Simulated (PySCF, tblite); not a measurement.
# C₃H₇BNO₃ radical: geometry, infrared bands and EPR parameters

Aim: predict the infrared bands and EPR parameters of C₃H₇BNO₃ radical (`CC(=O)[N]CB(O)O`).

Programs: tblite 0.8.0 and PySCF 2.14.0, with density-fitted response routines of our own. Each step states its level of theory. These are calculated values for one molecule in the gas phase, unless marked as measured. Atoms count from 0, in the outputs and in this text.

## 1. The molecule as given

15 atoms, charge 0, multiplicity 2; geometry from: force field or distance geometry start.

Bonds of the start (Å): C0–C1 1.51, C1–O2 1.24, C1–N3 1.44, N3–C4 1.45, C4–B5 1.60, B5–O6 1.47, B5–O7 1.45, C0–H8 1.12, C0–H9 1.10, C0–H10 1.09, C4–H11 1.11, C4–H12 1.11, O6–H13 1.00, O7–H14 0.99.

## 2. Optimising the geometry with GFN2-xTB

What the job is given:

```
{"job": {"kind": "relax", "xc": "GFN2-xTB", "basis": "xTB"}, "charge": 0, "multiplicity": 2}
C      2.682400    -0.364400    -0.228800
C      1.396900     0.049100    -0.900800
O      1.374400     0.782500    -1.905700
N      0.199700    -0.465700    -0.292500
C     -0.628900     0.522000     0.374000
B     -2.160000     0.067500     0.427800
O     -3.218700     0.970300    -0.033400
O     -2.530600    -1.325300     0.622300
H      2.491700    -1.098300     0.595200
H      3.340800    -0.821300    -0.985200
H      3.110600     0.518700     0.247000
H     -0.569700     1.452100    -0.228900
H     -0.215700     0.689100     1.386400
H     -3.220400     0.869700    -1.032900
H     -2.057100    -1.837800    -0.077800
```

On the command line:

```console
> OMP_NUM_THREADS=1 python probes_run.py task.json out
```

One launch serves the whole session: the jobs run in the order shown.

**Question.** This job is followed by: GFN2-xTB harmonic vibrations, gas phase; UKS B3LYP, pcH-1 on B C H N O, non-relativistic, mean-field spin-orbit, GIAO. Predict these results of the whole session: strongest single infrared mode (GFN2-xTB); zero-point energy (GFN2-xTB); g(iso) (B3LYP); ⟨S²⟩; largest a(iso) (averaged by class); potential on the surface of density 0.002 e/bohr³, 1st and 99th percentile.

As calculated:

| quantity | value |
| --- | --- |
| strongest single infrared mode (GFN2-xTB) | 2314 cm⁻¹, 752 km/mol |
| zero-point energy (GFN2-xTB) | 67.6 kcal/mol |
| g(iso) (B3LYP) | 2.00424 |
| ⟨S²⟩ | 0.755 (exact 0.75) |
| largest a(iso) (averaged by class) | 11B on B5, 100.5 MHz |
| potential on the surface of density 0.002 e/bohr³, 1st and 99th percentile | -1.46 V and 2.36 V |

Relaxing lowered the energy by 2.509 eV in 158 steps; the close pair that moved most is B5–O7, from 1.454 to 1.307 Å. No mode is imaginary among the 39: a minimum at this level. The strongest single mode, at 2314 cm⁻¹, moves mainly H14. GFN2-xTB is a fitted tight-binding method: band positions and strengths are rough. Its intensities can rank the bands wrongly. Most of the unpaired spin sits on N3 (0.68 e). The isotropic g lies 1.9 ppt above the free-electron value.
